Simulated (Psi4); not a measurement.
# ZrO (SMILES [O][Zr]), step by step

Aim: a geometry optimisation (singlet ZrO, r2SCAN-3c/def2-mTZVPP), then the energy (doublet ZrO+, U-r2SCAN-3c/def2-mTZVPP), then a structure relaxation (doublet ZrO+, U-r2SCAN-3c/def2-mTZVPP), then a single-point energy (singlet ZrO, r2SCAN-3c/def2-mTZVPP) of OZr. 

The results are computed with Psi4 1.11.

### Step 1. The structure to begin with

ZrO: 2 atoms, total charge 0, spin state singlet. As SMILES, `[O][Zr]`. Geometry: the measured bond length. The run starts from this shape.

Bond lengths: O1–Zr2 1.712 Å.

### Step 2. A structure relaxation at r2SCAN-3c/def2-mTZVPP (density fitting, core potential) (run 1)

Input file job.in:

```
memory 1600 MB

molecule {
  0 1
  O
  Zr 1 r2

  r2 = 1.7116
}


result, w = opt('r2scan-3c', return_wfn=True)
```

Started as:

```console
$ psi4 -n 1 job.in job.out
```

job.out:

```text
[...]
    !!!  WARNING: ECP capability is in beta. Please check occupations closely.  !!!
[...]
  Running in c2v symmetry.
[...]
  Nuclear repulsion =   29.680423127085774
[...]
  Multiplicity = 1
[...]
  Nalpha       = 10
  Nbeta        = 10
[...]
    Number of basis functions: 57
[...]
   @DF-RKS iter   1:  -121.78883015476973    9.43102e-02   3.15652e-02 DIIS/ADIIS
[...]
    !!!  WARNING: ECP capability is in beta. Please check occupations closely.  !!!
[...]
   @DF-RKS iter   6:  -122.24099695834164   -2.74269e-12   6.33353e-09 DIIS
[...]
    Orbital Energies [Eh]
    ---------------------
    Doubly Occupied:
       1A1   -18.967143     2A1    -2.144474     3A1    -1.305729
       1B2    -1.289430     1B1    -1.289430     4A1    -0.844038
       2B1    -0.325988     2B2    -0.325988     5A1    -0.323826
       6A1    -0.173650
[...]
  @DF-RKS Final Energy:  -122.24099695834164
   => Energetics <=
    Nuclear Repulsion Energy =             29.3888997951773199
    One-Electron Energy =                -240.0439978839330877
    Two-Electron Energy =                 102.7231097089990470
    DFT Exchange-Correlation Energy =     -14.3094711337558138
    Empirical Dispersion Energy =           0.0004625551709134
    VV10 Nonlocal Energy =                  0.0000000000000000
    Total Energy =                       -122.2409969583416398
[...]
 Multipole Moments:
 ------------------------------------------------------------------------------------
     Multipole            Electronic (a.u.)      Nuclear  (a.u.)        Total (a.u.)
 ------------------------------------------------------------------------------------
 L = 1.  Multiply by 2.5417464519 to convert [e a0] to [Debye]
 Dipole X            :          0.0000000            0.0000000            0.0000000
 Dipole Y            :          0.0000000            0.0000000            0.0000000
 Dipole Z            :         17.2485681          -16.2648536            0.9837145
 Magnitude           :                                                    0.9837145
[...]
  -Total Gradient:
     Atom            X                  Y                   Z
    ------   -----------------  -----------------  -----------------
       1        0.000000000000     0.000000000000    -0.000016560817
       2        0.000000000000    -0.000000000000     0.000009948285
[...]
    Final optimized geometry and variables:
    Molecular point group: c2v
    Full point group: C_inf_v
    Geometry (in Angstrom), charge = 0, multiplicity = 1:
    O
    ZR            1          r2
    r2        =    1.7285782244
    Psi4 run time: 0:00:21.14
[...]
```

On the terminal:

```text
Optimizer: Optimization complete!
```

Run time: 23 s. Hardware: 1 thread of Intel Xeon Platinum 8259CL at 2.50GHz (Skylake/Cascade Lake), shared host; peak memory 0.41 GiB.

The path in brief:

```
step  energy from the first frame kept (eV)  largest force (eV/Å)
   0                                 0.0000                0.8692
   1                                -0.0055                0.4264
   2                                -0.0074                0.0175
   3                                -0.0074                0.0008
```

After the run. Bond lengths: O1–Zr2 1.729 Å.

### Step 3. The doublet cation: a single-point energy at U-r2SCAN-3c/def2-mTZVPP (density fitting, core potential) (run 2)

Input file calc.in:

```
memory 1.6 GB

molecule m {
  1 2
  O      0.000000     0.000000    -0.014414
  Zr     0.000000     0.000000     1.714164
  symmetry c1
}

set {
  reference uks
}

e, wfn = energy("r2scan-3c", return_wfn=True)
```

Started as:

```console
$ psi4 calc.in calc.out -n 1
```

calc.out:

```text
[...]
    !!!  WARNING: ECP capability is in beta. Please check occupations closely.  !!!
[...]
  Running in c1 symmetry.
[...]
  Nuclear repulsion =   29.388903609973053
[...]
  Multiplicity = 2
[...]
  Nalpha       = 10
  Nbeta        = 9
[...]
    Number of basis functions: 57
[...]
   @DF-UKS iter   1:  -121.48750316496059    3.95071e-01   1.89274e-02 ADIIS/DIIS
[...]
   @DF-UKS iter  13:  -122.00751437330072   -2.98128e-07   8.20796e-07 DIIS
[...]
   @S^2 Observed:                7.596584910E-01
[...]
    Orbital Energies [Eh]
    ---------------------
    Alpha Occupied:
       1A    -19.145845     2A     -2.313116     3A     -1.488069
       4A     -1.467357     5A     -1.460211     6A     -1.017826
       7A     -0.503468     8A     -0.500729     9A     -0.499542
      10A     -0.376422
    Alpha Virtual:
      11A     -0.338355    12A     -0.317387    13A     -0.274405
      14A     -0.270133    15A     -0.222804    16A     -0.171065
      17A     -0.161501    18A     -0.079409    19A     -0.057667
      20A     -0.017869    21A     -0.007811    22A     -0.005556
      23A     -0.003471    24A      0.004386    25A      0.006109
[...]
  @DF-UKS Final Energy:  -122.00751437330072
   => Energetics <=
    Nuclear Repulsion Energy =             29.3889036099730525
    One-Electron Energy =                -236.4721348565966537
    Two-Electron Energy =                  99.3912398053323898
    DFT Exchange-Correlation Energy =     -14.3160050335441493
    Empirical Dispersion Energy =           0.0004821015346298
    VV10 Nonlocal Energy =                  0.0000000000000000
    Total Energy =                       -122.0075143733007224
[...]
 Multipole Moments:
 ------------------------------------------------------------------------------------
     Multipole            Electronic (a.u.)      Nuclear  (a.u.)        Total (a.u.)
 ------------------------------------------------------------------------------------
 L = 1.  Multiply by 2.5417464519 to convert [e a0] to [Debye]
 Dipole X            :          0.0000011            0.0000000            0.0000011
 Dipole Y            :         -0.0000021            0.0000000           -0.0000021
 Dipole Z            :         18.6245683          -16.2648515            2.3597169
 Magnitude           :                                                    2.3597169
[...]
```

Wall time 11 s (1 thread of Intel Xeon Platinum 8259CL at 2.50GHz (Skylake/Cascade Lake), shared host); peak memory 0.38 GiB.

### Step 4. The doublet cation: a structure relaxation at U-r2SCAN-3c/def2-mTZVPP (density fitting, core potential) (run 3)

Input file ozr.xyz:

```xyz
2
OZr
O      0.000000     0.000000    -0.014414
Zr     0.000000     0.000000     1.714164
```

Input file run.py:

```python
import psi4

psi4.set_memory('1600 MB')
psi4.set_num_threads(1)
psi4.set_output_file('output.dat', False)

with open('ozr.xyz') as f:
    atoms = ''.join(f.readlines()[2:])
geom = psi4.geometry('1 2\n' + atoms + 'symmetry c1')

options = {'reference': 'uks'}
psi4.set_options(options)

energy_value = psi4.optimize("r2scan-3c")
print(f'r2scan-3c energy: {energy_value:.10f} Eh')
print(geom.to_string(dtype='xyz', units='Angstrom'))
```

Started as:

```console
$ python run.py
```

output.dat (excerpt; [...] marks lines left out):

```text
[...]
    !!!  WARNING: ECP capability is in beta. Please check occupations closely.  !!!
[...]
  Running in c1 symmetry.
[...]
  Nuclear repulsion =   29.388903609973053
[...]
  Multiplicity = 2
[...]
  Nalpha       = 10
  Nbeta        = 9
[...]
    Number of basis functions: 57
[...]
   @DF-UKS iter   1:  -121.48750316496059    3.95071e-01   1.89274e-02 ADIIS/DIIS
[...]
    !!!  WARNING: ECP capability is in beta. Please check occupations closely.  !!!
[...]
   @DF-UKS iter   9:  -122.00789896997658   -8.54072e-11   7.79480e-09 DIIS
[...]
   @S^2 Observed:                7.586678089E-01
[...]
  @DF-UKS Final Energy:  -122.00789896997658
   => Energetics <=
    Nuclear Repulsion Energy =             29.7481968399230290
    One-Electron Energy =                -237.1549994647885455
    Two-Electron Energy =                  99.7270535041724884
    DFT Exchange-Correlation Energy =     -14.3286311883428610
    Empirical Dispersion Energy =           0.0004813390593003
    VV10 Nonlocal Energy =                  0.0000000000000000
    Total Energy =                       -122.0078989699765799
[...]
 Multipole Moments:
 ------------------------------------------------------------------------------------
     Multipole            Electronic (a.u.)      Nuclear  (a.u.)        Total (a.u.)
 ------------------------------------------------------------------------------------
 L = 1.  Multiply by 2.5417464519 to convert [e a0] to [Debye]
 Dipole X            :          0.0000000            0.0000000            0.0000000
 Dipole Y            :          0.0000000            0.0000000            0.0000000
 Dipole Z            :         18.3740405          -16.0684076            2.3056330
 Magnitude           :                                                    2.3056330
[...]
  -Total Gradient:
     Atom            X                  Y                   Z
    ------   -----------------  -----------------  -----------------
       1        0.000000000016     0.000000000000     0.000053145051
       2       -0.000000000013    -0.000000000000     0.000000105737
[...]
    Final optimized geometry and variables:
    Molecular point group: c1
    Full point group: C_inf_v
    Geometry (in Angstrom), charge = 1, multiplicity = 2:
    O            0.000000000000     0.000000000000    -1.449772087994
    ZR           0.000000000000     0.000000000000     0.257928466015
[...]
```

The script printed:

```text
Optimizer: Optimization complete!
r2scan-3c energy: -122.0078989700 Eh
2
1 2 OZr
O                     0.000000000000     0.000000000000    -1.449772087994
Zr                    0.000000000000     0.000000000000     0.257928466015
```

Wall time 38 s (1 thread of Intel Xeon Platinum 8259CL at 2.50GHz (Skylake/Cascade Lake), shared host); peak memory 0.41 GiB.

Steps, from the record of the run:

```
step  energy from the first frame kept (eV)  largest force (eV/Å)
   0                                 0.0000                1.0083
   1                                -0.0074                0.5596
   2                                -0.0104                0.0283
   3                                -0.0104                0.0027
```

After the run. Bond lengths: O1–Zr2 1.708 Å.

### Step 5. A single-point energy at r2SCAN-3c/def2-mTZVPP (density fitting, core potential) (run 4)

Input file job.dat:

```
memory 1600 mb

molecule {
  0 1
  O
  Zr 1 r2

  r2 = 1.707701
}


e_tot = energy("r2scan-3c")
print_variables()
```

Started as:

```console
$ psi4 -i job.dat -o job.out -n 1
```

job.out:

```text
[...]
    !!!  WARNING: ECP capability is in beta. Please check occupations closely.  !!!
[...]
  Running in c2v symmetry.
[...]
  Nuclear repulsion =   29.748189070756535
[...]
  Multiplicity = 1
[...]
  Nalpha       = 10
  Nbeta        = 10
[...]
    Number of basis functions: 57
[...]
   @DF-RKS iter   1:  -121.77604332531266    1.12944e-01   3.19885e-02 ADIIS/DIIS
[...]
   @DF-RKS iter  11:  -122.24058546288425   -2.17634e-09   4.88850e-07 DIIS
[...]
    Orbital Energies [Eh]
    ---------------------
    Doubly Occupied:
       1A1   -18.968592     2A1    -2.142846     3A1    -1.308852
       1B2    -1.287395     1B1    -1.287393     4A1    -0.844125
       2B2    -0.331462     2B1    -0.331461     5A1    -0.326482
       6A1    -0.172544
[...]
  @DF-RKS Final Energy:  -122.24058546288425
   => Energetics <=
    Nuclear Repulsion Energy =             29.7481890707565348
    One-Electron Energy =                -240.7308861537454163
    Two-Electron Energy =                 103.0643086061351852
    DFT Exchange-Correlation Energy =     -14.3226588135676405
    Empirical Dispersion Energy =           0.0004618275370896
    VV10 Nonlocal Energy =                  0.0000000000000000
    Total Energy =                       -122.2405854628842548
[...]
 Multipole Moments:
 ------------------------------------------------------------------------------------
     Multipole            Electronic (a.u.)      Nuclear  (a.u.)        Total (a.u.)
 ------------------------------------------------------------------------------------
 L = 1.  Multiply by 2.5417464519 to convert [e a0] to [Debye]
 Dipole X            :          0.0000000            0.0000000            0.0000000
 Dipole Y            :          0.0000000            0.0000000            0.0000000
 Dipole Z            :         16.9949445          -16.0684118            0.9265327
 Magnitude           :                                                    0.9265327
[...]
```

It took 8.4 s on 1 thread of Intel Xeon Platinum 8259CL at 2.50GHz (Skylake/Cascade Lake), shared host; peak memory 0.38 GiB.

### Step 6. What came out

| quantity | value |
| --- | --- |
| run 1, r2SCAN-3c/def2-mTZVPP: total energy at the end | -122.24100 Eh |
| run 1, r2SCAN-3c/def2-mTZVPP: dipole moment | 2.50 D |
| run 1, r2SCAN-3c/def2-mTZVPP: HOMO energy | -4.73 eV |
| run 1, r2SCAN-3c/def2-mTZVPP: LUMO energy | -4.25 eV |
| run 1, r2SCAN-3c/def2-mTZVPP: HOMO–LUMO gap | 0.47 eV |
| run 1, r2SCAN-3c/def2-mTZVPP: bond length | 1.729 Å |
| doublet cation, run 2: total energy | -122.00751 Eh |
| doublet cation, run 2: HOMO energy (highest over α and β) | -10.24 eV |
| doublet cation, run 2: LUMO energy (lowest over α and β) | -9.21 eV |
| doublet cation, run 2: ⟨S²⟩ | 0.760 |
| doublet cation, run 3: total energy at the end | -122.00790 Eh |
| doublet cation, run 3: HOMO energy (highest over α and β) | -10.20 eV |
| doublet cation, run 3: LUMO energy (lowest over α and β) | -9.16 eV |
| doublet cation, run 3: bond length | 1.708 Å |
| doublet cation, run 3: ⟨S²⟩ | 0.759 |
| run 4, r2SCAN-3c/def2-mTZVPP: total energy | -122.24059 Eh |
| run 4, r2SCAN-3c/def2-mTZVPP: dipole moment | 2.36 D |
| run 4, r2SCAN-3c/def2-mTZVPP: HOMO energy | -4.70 eV |
| run 4, r2SCAN-3c/def2-mTZVPP: LUMO energy | -4.21 eV |
| run 4, r2SCAN-3c/def2-mTZVPP: HOMO–LUMO gap | 0.48 eV |
| adiabatic ionisation energy (to the doublet cation, no zero-point term) | 6.343 eV |

The adiabatic ionisation energy (to the doublet cation, no zero-point term) is 6.34 eV (146 kcal/mol). The optimisation (run 1, r2SCAN-3c/def2-mTZVPP) took 4 steps and changed the energy by -0.007 eV. The optimisation (doublet cation, run 3) took 4 steps and changed the energy by -0.010 eV.
